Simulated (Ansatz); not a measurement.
Run this with Ansatz's Python interface and show what comes out.

Input file `ch4closn.yaml`:
```yaml
crystal:
  periodic: [false, false, false]
  atoms:
    - { symbol: C, position_ang: [-0.0775, 1.3088, -0.1885] }
    - { symbol: Sn, position_ang: [-0.5555, -0.69, 0.2961] }
    - { symbol: O, position_ang: [1.0047, -1.4975, 1.1428] }
    - { symbol: Cl, position_ang: [-0.9969, -1.8637, -1.6725] }
    - { symbol: H, position_ang: [-1.0122, 1.8018, -0.702] }
    - { symbol: H, position_ang: [0.1213, 1.9313, 0.7224] }
    - { symbol: H, position_ang: [0.7623, 1.3932, -0.8943] }
    - { symbol: H, position_ang: [0.8459, -2.4408, 1.2402] }
magnetization:
  spin_polarized: true
  initial_magnetization: 1
basis:
  gaussian: { orbitals: def2-SVP, nuclear_model: gaussian }
hamiltonian:
  xc: pbe0
output:
  forces: true
```

`run_deck.py`:
```python
import ansatz
import numpy as np


def main() -> None:
    session = ansatz.Session.from_deck("ch4closn.yaml")
    rep = session.plan(threads=1).execute().report

    print(f"E = {rep['free_energy_ev']:.6f} eV = {rep['free_energy_ev'] / 27.211386246:.7f} Ha")
    print("converged:", rep["converged"], " doubts:", rep["published_state_doubts"] or "none")
    symbols = ["C", "Sn", "O", "Cl", "H", "H", "H", "H"]
    state = rep["mean_field"]["state"]
    print(f"mean field: {state['energy']['hartree']:.7f} Ha, <S^2> = {abs(state['spin_squared']):.4f}, stability: {state.get('stability', {}).get('kind')}")

    print("forces (eV/A)")
    for symbol, f in zip(symbols, rep["forces_ev_ang"]):
        print(f"  {symbol:2s} {f[0]:9.4f} {f[1]:9.4f} {f[2]:9.4f}")
    charges = rep["charge_distribution"]
    print("dipole moment", round(4.803205 * float(np.linalg.norm(charges["dipole_moment_e_ang"])), 3), "D")
    print("Mulliken:", [(s, round(q, 3)) for s, q in zip(symbols, charges["mulliken_charges_e"])])


if __name__ == "__main__":
    main()
```

```console
$ python run_deck.py
E = -21490.250620 eV = -789.7521437 Ha
converged: True  doubts: none
mean field: -789.7521437 Ha, <S^2> = 0.7530, stability: minimum
forces (eV/A)
  C    -1.4525    2.2709   -0.6350
  Sn   -1.0622    0.3423    0.4905
  O     0.7357   -0.2887    0.2849
  Cl   -0.0579   -0.3819   -0.6706
  H     1.5718   -0.9752    0.8308
  H     0.0062   -0.5599   -0.4735
  H     0.0680   -0.1464    0.0665
  H     0.1908   -0.2612    0.1063
dipole moment 1.955 D
Mulliken: [('C', -0.377), ('Sn', 0.667), ('O', -0.471), ('Cl', -0.32), ('H', 0.101), ('H', 0.1), ('H', 0.105), ('H', 0.195)]
```

Notes:
- The settings weren't tested for convergence.
- The geometry is a force-field or estimated start, not a minimum of this method, and the basis set is short of its limit.
- The species is open-shell (spin multiplicity 2).
- The whole script took 7.6 s on 1 thread of Arm Neoverse V1, with other jobs on the host, peak memory 0.32 GiB.

(Lines on the test bed's own set-up are left out of the output.)
